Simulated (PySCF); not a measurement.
# C₃H₇FOSi: electronic excitations and core binding energies

What electronic excitations and core binding energies should C₃H₇FOSi (`CC[Si@@H](F)C=O`) show?

Programs: PySCF 2.14.0, with density-fitted response routines of our own. Each step states its level of theory. These are calculated values for one molecule in the gas phase, unless marked as measured. Atoms count from 0, in the outputs and in this text.

## Step 1: The starting structure

13 atoms, charge 0, multiplicity 1; geometry from: GFN2-xTB.

Bonds of the start (Å): C0–C1 1.53, C1–Si2 1.90, Si2–F3 1.62, Si2–C4 1.92, C4–O5 1.20, C0–H6 1.09, C0–H7 1.09, C0–H8 1.09, C1–H9 1.09, C1–H10 1.09, Si2–H11 1.45, C4–H12 1.11.

## Step 2: TDDFT and polarisability: wB97X-D/def2-SVPD

What the job is given:

```
{"job": {"kind": "uv", "xc": "wB97X-D", "basis": "def2-SVPD", "nstates": 8, "ntriplets": 3}, "charge": 0, "multiplicity": 1}
C     -1.478398     0.694526    -0.299928
C     -0.938222    -0.662009     0.161502
Si     0.927707    -0.864342    -0.135668
F      1.213762    -0.767689    -1.727099
C      1.890343     0.644866     0.557339
O      2.038118     0.897995     1.725611
H     -1.283231     0.848799    -1.358722
H     -2.553421     0.749236    -0.140429
H     -1.011039     1.504656     0.256077
H     -1.159038    -0.788483     1.222398
H     -1.474696    -1.455359    -0.363385
H      1.494051    -2.133308     0.286442
H      2.329675     1.331597    -0.201865
```

Level: TDDFT wB97X-D/def2-SVPD, vertical, gas phase, core orbitals frozen in the response.

Launch:

```
$ OMP_NUM_THREADS=1 python probes_run.py task.json out
```

This one command runs all jobs of the session in turn.

Output:

```text
coarse grid: 11400 points
cycle   1  E = -582.4943237466  dE =  5.602e-01  |g| = 8.987e-01  |ddm| = 4.338e+00
cycle   2  E = -582.3083790982  dE =  1.859e-01  |g| = 1.395e+00  |ddm| = 1.806e+00
cycle   3  E = -582.6603719465  dE = -3.520e-01  |g| = 9.309e-02  |ddm| = 1.024e+00
cycle   4  E = -582.6616326957  dE = -1.261e-03  |g| = 6.292e-02  |ddm| = 1.243e-01
cycle   5  E = -582.6623144250  dE = -6.817e-04  |g| = 9.935e-03  |ddm| = 6.348e-02
cycle   6  E = -582.6623398380  dE = -2.541e-05  |g| = 4.181e-03  |ddm| = 2.236e-02
cycle   7  E = -582.6623448866  dE = -5.049e-06  |g| = 1.022e-03  |ddm| = 8.087e-03
final grid: 105968 points
cycle   8  E = -582.7457272957  dE = -8.374e-05  |g| = 6.296e-03  |ddm| = 1.063e-01
cycle   9  E = -582.7457271725  dE =  1.232e-07  |g| = 7.243e-03  |ddm| = 1.987e-02
cycle  10  E = -582.7457355719  dE = -8.399e-06  |g| = 6.835e-04  |ddm| = 4.985e-03
cycle  11  E = -582.7457356478  dE = -7.588e-08  |g| = 5.918e-04  |ddm| = 1.881e-03
cycle  12  E = -582.7457357203  dE = -7.246e-08  |g| = 1.223e-04  |ddm| = 6.918e-04
cycle  13  E = -582.7457357249  dE = -4.651e-09  |g| = 3.584e-05  |ddm| = 2.174e-04
cycle  14  E = -582.7457357261  dE = -1.192e-09  |g| = 1.466e-05  |ddm| = 1.166e-04
cycle  15  E = -582.7457357264  dE = -3.480e-10  |g| = 6.690e-06  |ddm| = 6.565e-05
converged SCF energy = -582.7457357264

Static polarisability (au): isotropic 63.538, principal 59.506 62.606 68.502

Singlet excitations
state   eV       nm        f      main configurations
  1   3.1556    392.9   0.00139   H->L 0.97
  2   6.3434    195.5   0.00929   H->L+1 0.81, H->L+2 0.14
  3   6.7822    182.8   0.04705   H-1->L 0.96
  4   7.2772    170.4   0.02497   H->L+2 0.56, H->L+3 0.16, H->L+1 0.10
  5   7.8406    158.1   0.00904   H-3->L 0.45, H-4->L 0.27
  6   8.0368    154.3   0.02238   H->L+3 0.52, H->L+2 0.15, H-1->L+1 0.08
  7   8.1229    152.6   0.02369   H-1->L+1 0.77
  8   8.1910    151.4   0.04989   H->L+5 0.60, H->L+4 0.29

Triplet excitations (Tamm-Dancoff, eV): 2.5110 5.7292 6.0886
```

Run time: 14 s. Hardware: 1 thread of AMD EPYC 9R45, shared host; peak memory 0.76 GiB.

The orbitals next to the gap, with their largest atomic shares:

```
orbital      eV                        atoms
 HOMO−3  -12.56    C0 26 %, C1 24 %, H11 8 %
 HOMO−2  -12.24    C0 29 %, C1 25 %, H6 12 %
 HOMO−1  -10.98   C1 28 %, Si2 21 %, C0 13 %
   HOMO   -9.10   O5 49 %, C4 21 %, Si2 11 %
   LUMO    0.01   C4 40 %, O5 33 %, Si2 11 %
 LUMO+1    1.94  Si2 37 %, H11 14 %, F3 12 %
 LUMO+2    2.26   Si2 19 %, C0 16 %, C4 13 %
```

With each of the 8 states as a Gaussian band of 0.4 eV half-width at 1/e, the curve within the window shown has maxima at 393 nm (ε 56), 182 nm (ε 2,300), 153 nm (ε 4,000) L/(mol cm). Beyond the last state computed it falls off for lack of states. The curve at chosen wavelengths:

```tsv
nm	ε (L/mol/cm)
146	1838
160	2135
173	1735
187	1946
200	557
214	61
227	3
241	0
254	0
268	0
282	0
295	0
309	1
322	3
336	9
349	21
363	37
377	50
390	56
404	54
417	46
431	35
444	25
458	16
471	10
485	6
```

Further results of this job:

```
           property  computed
  dipole moment (D)      1.92
polarisability (Å³)      9.42
 HOMO–LUMO gap (eV)      9.11
      −ε(HOMO) (eV)      9.10
```

## Step 3: X-ray photoelectron lines: SCAN, X2C

Settings changed since step 2:

```diff
@@ -1,2 +1,2 @@
-{"job": {"kind": "uv", "xc": "wB97X-D", "basis": "def2-SVPD", "nstates": 8, "ntriplets": 3}, "charge": 0, "multiplicity": 1}
+{"job": {"kind": "xps"}, "charge": 0, "multiplicity": 1}
 C     -1.478398     0.694526    -0.299928
```

With the program's defaults for keys left out, this is: delta-SCF UKS SCAN, pcX-2 on the ionised atom, pcseg-1 elsewhere, spin-free X2C.

Output:

```text
ground state, core basis on atom 0 (C), 154 functions
  cycle   1  E = -583.53845137  |g| = 8.70e-01
  cycle   2  E = -582.90593305  |g| = 1.93e+00
  cycle   3  E = -583.67052093  |g| = 3.28e-01
  cycle   4  E = -583.69286189  |g| = 9.30e-02
  cycle   5  E = -583.69436040  |g| = 3.59e-02
  cycle   6  E = -583.69458443  |g| = 1.11e-02
  cycle   7  E = -583.69461163  |g| = 3.15e-03
  cycle   8  E = -583.69461328  |g| = 9.99e-04
  cycle   9  E = -583.69461230  |g| = 1.67e-04
  E(ground) = -583.73025179 Eh
hole in C 1s of atom 0
  cycle   1  E = -572.44429230  |g| = 1.50e+00
  cycle   2  E = -571.29131704  |g| = 1.97e+00
  cycle   3  E = -572.84788992  |g| = 5.90e-01
  cycle   4  E = -572.85286819  |g| = 5.97e-01
  cycle   5  E = -572.99350373  |g| = 1.34e-01
  cycle   6  E = -573.00085806  |g| = 3.70e-02
  cycle   7  E = -573.00154735  |g| = 1.12e-02
  cycle   8  E = -573.00161787  |g| = 4.98e-03
  cycle   9  E = -573.00163187  |g| = 2.08e-03
  cycle  10  E = -573.00163463  |g| = 1.26e-03
  cycle  11  E = -573.00163568  |g| = 6.75e-04
  cycle  12  E = -573.00163463  |g| = 2.21e-04
  E(ion) = -573.03647661 Eh   <S^2> = 0.7674   hole on atom = 1.000   binding energy = 290.992 eV
ground state, core basis on atom 1 (C), 154 functions
  cycle   1  E = -583.69606991  |g| = 5.93e-02
  cycle   2  E = -583.69600218  |g| = 2.72e-02
  cycle   3  E = -583.69606847  |g| = 2.19e-02
  cycle   4  E = -583.69618189  |g| = 5.02e-03
  cycle   5  E = -583.69618516  |g| = 9.12e-04
  cycle   6  E = -583.69618675  |g| = 1.84e-04
  E(ground) = -583.73180566 Eh
hole in C 1s of atom 1
  cycle   1  E = -572.44084557  |g| = 1.51e+00
  cycle   2  E = -571.57947479  |g| = 1.92e+00
  cycle   3  E = -572.93300870  |g| = 4.37e-01
  cycle   4  E = -572.92226378  |g| = 4.76e-01
  cycle   5  E = -573.00938867  |g| = 1.15e-01
  cycle   6  E = -573.01428712  |g| = 4.33e-02
  cycle   7  E = -573.01490390  |g| = 1.37e-02
  cycle   8  E = -573.01496521  |g| = 5.30e-03
  cycle   9  E = -573.01497948  |g| = 1.19e-03
  cycle  10  E = -573.01498095  |g| = 5.55e-04
  cycle  11  E = -573.01498185  |g| = 2.40e-04
  E(ion) = -573.04960285 Eh   <S^2> = 0.7683   hole on atom = 1.000   binding energy = 290.678 eV
ground state, core basis on atom 2 (Si), 165 functions
  cycle   1  E = -583.79792960  |g| = 2.89e-01
  cycle   2  E = -583.79795895  |g| = 4.89e-02
  cycle   3  E = -583.79748195  |g| = 6.32e-02
  cycle   4  E = -583.79808979  |g| = 2.99e-02
  cycle   5  E = -583.79825839  |g| = 4.04e-03
  cycle   6  E = -583.79826266  |g| = 8.07e-04
  cycle   7  E = -583.79826287  |g| = 1.67e-04
  E(ground) = -583.79225660 Eh
hole in Si 1s of atom 2
  cycle   1  E = -514.83277985  |g| = 4.35e+00
  cycle   2  E = -514.49566631  |g| = 2.39e+00
  cycle   3  E = -514.92843169  |g| = 1.40e+00
  cycle   4  E = -515.69546349  |g| = 6.96e-01
  cycle   5  E = -515.84352472  |g| = 3.14e-01
  cycle   6  E = -515.88240949  |g| = 1.16e-01
  cycle   7  E = -515.88663562  |g| = 3.91e-02
  cycle   8  E = -515.88720109  |g| = 1.11e-02
  cycle   9  E = -515.88726055  |g| = 3.23e-03
  cycle  10  E = -515.88726631  |g| = 1.23e-03
  cycle  11  E = -515.88726675  |g| = 3.40e-04
  E(ion) = -515.89023101 Eh   <S^2> = 0.7524   hole on atom = 1.000   binding energy = 1847.708 eV
hole in Si 2p of atom 2
  cycle   1  E = -579.49221051  |g| = 1.24e+00
  cycle   2  E = -579.09775222  |g| = 1.36e+00
  cycle   3  E = -579.60033433  |g| = 7.02e-01
  cycle   4  E = -579.78438296  |g| = 2.58e-01
  cycle   5  E = -579.80703551  |g| = 1.08e-01
  cycle   6  E = -579.81123091  |g| = 4.33e-02
  cycle   7  E = -579.81193913  |g| = 9.93e-03
  cycle   8  E = -579.81197146  |g| = 4.35e-03
  cycle   9  E = -579.81198131  |g| = 1.14e-03
  cycle  10  E = -579.81198187  |g| = 4.01e-04
  E(ion) = -579.81839951 Eh   <S^2> = 0.7515   hole on atom = 1.002   binding energy = 108.134 eV
  2p3/2 = 107.859 eV   2p1/2 = 108.487 eV
ground state, core basis on atom 3 (F), 154 functions
  cycle   1  E = -583.74026307  |g| = 1.26e-01
  cycle   2  E = -583.73945272  |g| = 9.67e-02
  cycle   3  E = -583.74010548  |g| = 6.94e-02
  cycle   4  E = -583.74071796  |g| = 1.63e-02
  cycle   5  E = -583.74076639  |g| = 5.01e-03
  cycle   6  E = -583.74077614  |g| = 3.06e-04
  E(ground) = -583.77885166 Eh
hole in F 1s of atom 3
  cycle   1  E = -557.39595292  |g| = 2.58e+00
  cycle   2  E = -556.97307446  |g| = 2.29e+00
  cycle   3  E = -557.92377861  |g| = 9.09e-01
  cycle   4  E = -558.04076983  |g| = 7.75e-01
  cycle   5  E = -558.28000424  |g| = 1.41e-01
  cycle   6  E = -558.28801161  |g| = 5.27e-02
  cycle   7  E = -558.28963626  |g| = 5.09e-03
  cycle   8  E = -558.28964759  |g| = 2.54e-03
  cycle   9  E = -558.28964989  |g| = 8.97e-04
  cycle  10  E = -558.28965097  |g| = 1.82e-04
  E(ion) = -558.33385553 Eh   <S^2> = 0.7567   hole on atom = 1.000   binding energy = 692.394 eV
ground state, core basis on atom 4 (C), 154 functions
  cycle   1  E = -583.69803949  |g| = 1.18e-01
  cycle   2  E = -583.69457823  |g| = 1.80e-01
  cycle   3  E = -583.69962531  |g| = 1.70e-02
  cycle   4  E = -583.69965926  |g| = 8.35e-03
  cycle   5  E = -583.69967490  |g| = 3.38e-03
  cycle   6  E = -583.69967570  |g| = 5.80e-04
  cycle   7  E = -583.69967795  |g| = 8.83e-05
  E(ground) = -583.73529820 Eh
hole in C 1s of atom 4
  cycle   1  E = -572.36556644  |g| = 1.49e+00
  cycle   2  E = -570.26367638  |g| = 2.24e+00
  cycle   3  E = -572.56171487  |g| = 8.12e-01
  cycle   4  E = -572.74586851  |g| = 6.70e-01
  cycle   5  E = -572.90335178  |g| = 2.18e-01
  cycle   6  E = -572.91514832  |g| = 1.11e-01
  cycle   7  E = -572.92217802  |g| = 4.01e-02
  cycle   8  E = -572.92326943  |g| = 1.89e-02
  cycle   9  E = -572.92360957  |g| = 8.75e-03
  cycle  10  E = -572.92380569  |g| = 8.68e-03
  cycle  11  E = -572.92405326  |g| = 3.91e-03
  cycle  12  E = -572.92407702  |g| = 3.25e-03
  cycle  13  E = -572.92408825  |g| = 1.77e-03
  cycle  14  E = -572.92409692  |g| = 8.53e-04
  cycle  15  E = -572.92409726  |g| = 7.65e-04
  cycle  16  E = -572.92410008  |g| = 5.84e-04
  cycle  17  E = -572.92410125  |g| = 6.13e-04
  cycle  18  E = -572.92410402  |g| = 3.80e-04
  E(ion) = -572.95807213 Eh   <S^2> = 0.8520   hole on atom = 1.000   binding energy = 293.263 eV
ground state, core basis on atom 5 (O), 154 functions
  cycle   1  E = -583.72374664  |g| = 9.38e-02
  cycle   2  E = -583.72305737  |g| = 6.59e-02
  cycle   3  E = -583.72234617  |g| = 9.01e-02
  cycle   4  E = -583.72387498  |g| = 6.26e-03
  cycle   5  E = -583.72388560  |g| = 7.40e-04
  cycle   6  E = -583.72388465  |g| = 3.35e-04
  E(ground) = -583.75766937 Eh
hole in O 1s of atom 5
  cycle   1  E = -563.10172652  |g| = 2.21e+00
  cycle   2  E = -561.73498905  |g| = 2.40e+00
  cycle   3  E = -563.54827917  |g| = 7.97e-01
  cycle   4  E = -563.69005913  |g| = 6.31e-01
  cycle   5  E = -563.90650512  |g| = 1.82e-01
  cycle   6  E = -563.92729521  |g| = 1.14e-01
  cycle   7  E = -563.93338843  |g| = 2.53e-02
  cycle   8  E = -563.93365495  |g| = 9.74e-03
  cycle   9  E = -563.93368847  |g| = 3.37e-03
  cycle  10  E = -563.93369868  |g| = 6.07e-04
  cycle  11  E = -563.93369906  |g| = 2.17e-04
  E(ion) = -563.96856461 Eh   <S^2> = 0.7710   hole on atom = 1.000   binding energy = 538.489 eV
```

It took 35 s on 1 thread of AMD EPYC 9R45, shared host; peak memory 0.62 GiB.

Binding energies by hole, beside the orbital energy of the ground state; the difference holds orbital relaxation and, for a density functional, its self-interaction error:

```
       hole  stands for                  environment  ΔSCF (eV; 2p as the shell's mean)  −ε (eV)   ⟨S²⟩
  C1s on C0          C0                methyl carbon                             290.99    273.8  0.767
  C1s on C1          C1         sp3 CH2 bonded to Si                             290.68    273.9  0.768
Si1s on Si2         Si2  silicon bonded to 2 C, F, H                            1847.71   1794.4  0.752
Si2p on Si2         Si2  silicon bonded to 2 C, F, H                             108.07     97.2  0.752
  F1s on F3          F3        fluorine bonded to Si                             692.39    666.5  0.757
  C1s on C4          C4              carbonyl carbon                  293.26 (doubtful)    276.1  0.852
  O1s on O5          O5              carbonyl oxygen                             538.49    517.1  0.771
```

Doubtful: the ion did not converge, its hole moved, or its ⟨S²⟩ is well above 0.75.

With the spin-orbit splitting: Si2 2p3/2 107.86, 2p1/2 108.49 eV. The table gives each 2p level as the mean over the whole 2p shell (two parts 2p3/2, one part 2p1/2), which differs a little from the single hole in the log.

## Step 4: Results

| quantity | value |
| --- | --- |
| lowest singlet (wB97X-D/def2-SVPD) | 3.16 eV (393 nm), f = 0.001 |
| brightest single state of those computed | state 8, 8.19 eV, f = 0.050 |
| lowest triplet | 2.51 eV |
| C1s binding energies, SCAN/pcX-2 (standing for 2 of 3 atoms) | C0 290.99, C1 290.68 eV |
| Si1s binding energies, SCAN/pcX-2 | Si2 1847.71 eV |
| Si2p binding energies, SCAN/pcX-2 | Si2 108.07 eV |
| F1s binding energies, SCAN/pcX-2 | F3 692.39 eV |
| O1s binding energies, SCAN/pcX-2 | O5 538.49 eV |

**Reading.** The lowest singlet, at 3.16 eV, is HOMO→LUMO 0.97 and is weak; of the 8 states computed, the strongest absorption comes from state 8 at 8.19 eV (the last computed, so partners may be missing). The lowest triplet lies 0.64 eV below the lowest singlet (triplets in Tamm-Dancoff, singlets in full TDDFT). C0 (methyl carbon) binds its C1s electron 0.31 eV more tightly than C1 (sp3 CH2 bonded to Si). Only 2 of the 3 C atoms are covered by sound results.
